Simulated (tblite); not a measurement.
# C4H16SSi3: the cost of one run

Programs: tblite 0.8.0 and PySCF 2.14.0, with density-fitted response routines of our own. Each step states its level of theory. These are calculated values for one molecule in the gas phase, unless marked as measured. Atoms count from 0, in the outputs and in this text.

## Step 1: Starting geometry

24 atoms, charge 0, multiplicity 1; geometry from: force field or distance geometry start.

Bonds of the start (Å): C0–C1 1.50, C1–C2 1.51, C1–C3 1.49, C3–S4 1.83, S4–Si5 2.16, Si5–Si6 2.19, Si6–Si7 2.23, C0–H8 1.13, C0–H9 1.12, C0–H10 1.11, C1–H11 1.13, C2–H12 1.11, C2–H13 1.10, C2–H14 1.12, C3–H15 1.09, C3–H16 1.14, Si5–H17 1.46, Si5–H18 1.50, Si6–H19 1.48, Si6–H20 1.49, Si7–H21 1.47, Si7–H22 1.46, Si7–H23 1.46.

## Step 2: Relaxing the molecule with GFN2-xTB

What the job is given:

```
{"job": {"kind": "relax", "xc": "GFN2-xTB", "basis": "xTB"}, "charge": 0, "multiplicity": 1}
C     -2.549100     1.683100     0.067900
C     -2.435000     0.196600     0.182500
C     -3.662300    -0.552100    -0.281000
C     -1.305300    -0.286200    -0.659800
S      0.344600     0.375300    -0.212400
Si     1.608400    -1.376000    -0.137700
Si     3.749800    -0.941600    -0.290500
Si     4.298000     1.186000     0.071600
H     -1.559200     2.129400     0.366200
H     -2.717900     1.898400    -1.018600
H     -3.356500     2.112900     0.699600
H     -2.326600    -0.069000     1.271700
H     -3.392700    -1.352800    -1.006400
H     -4.406900     0.086200    -0.776800
H     -4.153000    -1.078300     0.573600
H     -1.430500    -0.109600    -1.723600
H     -1.266100    -1.410300    -0.449000
H      1.250600    -2.142500     1.058400
H      1.222100    -2.134900    -1.368400
H      4.503400    -1.793500     0.655000
H      4.261500    -1.307100    -1.639800
H      4.097000     1.577400     1.472000
H      3.489900     2.019900    -0.816500
H      5.724100     1.308500    -0.197000
```

On the command line:

```sh
$ OMP_NUM_THREADS=1 python probes_run.py task.json out
```

This one command runs all jobs of the session in turn.

Q: Estimate the wall time and peak memory of this first job on 1 thread of Arm Neoverse N1, shared host.

About 4.9 s, with a peak of 0.18 GiB.
